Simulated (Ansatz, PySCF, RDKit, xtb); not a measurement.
# C3H7N3Si: which of the isomers drawn lies lowest?

A sample of isomers of C3H7N3Si is drawn. Aim: find which of them has the lowest free energy at 298.15 K, then its properties. The sample is small against all isomers, and the most stable one of this formula need not be in it.

Plan: many cheap relaxations first (GFN2-xTB), then density-functional screening, relaxation at B3LYP/def2-SVP, vibrations (at GFN2-xTB) and a final energy. The numbers are computed, not measured.

## 1. Drawing up candidates

Isomers were taken from a list of plausible structures; this is a sample, not all of them. That gives 3 candidates.

| label | SMILES | spin |
| --- | --- | --- |
| c406 | Nc1cnn([SiH3])c1 | singlet |
| c623 | Nc1cn[nH]c1[SiH3] | singlet |
| c659 | Nc1c[nH]nc1[SiH3] | singlet |

Candidates are built by distance geometry, with a force field where one applies, in up to four conformers (letters a to d).

**Question.** With final energies at CCSD(T)/def2-SVP + MP2/def2-TZVPP - MP2/def2-SVP, which structure will this search put lowest in free energy, and by what margin?

| quantity | value |
| --- | --- |
| lowest structure found | Nc1cnn([SiH3])c1, singlet |
| next finalist | Nc1cn[nH]c1[SiH3], singlet, 8.7 kcal/mol higher in G |
| share at equilibrium, among the finalists | 100.0 % |
| dipole moment (PBE0/def2-SVPD) | 2.52 D |
| HOMO energy (PBE0/def2-SVPD) | -5.95 eV |
| LUMO energy (PBE0/def2-SVPD) | 0.09 eV |
| HOMO–LUMO gap (PBE0/def2-SVPD) | 6.04 eV |
| lowest excitation (TD-PBE0/def2-SVPD) | 5.21 eV (f = 0.084) |
| lowest triplet excitation, same level, Tamm-Dancoff | 3.86 eV |
| vertical ionisation energy | 7.89 eV |
| vertical electron affinity | -1.59 eV (unbound: the value depends on the basis) |
| vertical triplet less singlet | +3.86 eV |

The search ends on `Nc1cnn([SiH3])c1`. The margin of 8.7 kcal/mol over the next finalist is beyond the usual error of the last level; it says nothing of structures that weren't ranked. GFN2-xTB, HF/STO-3G, r2SCAN-D4/def2-SVP, B3LYP/def2-SVP, HF/def2-SVP and MP2/def2-SVP already put its bonding pattern lowest among the structures in one piece. It still has an imaginary mode, so it is no strict minimum; a nearby shape lies a little lower. The search is not exhaustive (a finite list of starts, one conformer a finalist), so a lower isomer can't be ruled out. Only 3 drawn patterns were tried, so whole families of isomers are missing, and the result ranks this sample alone.
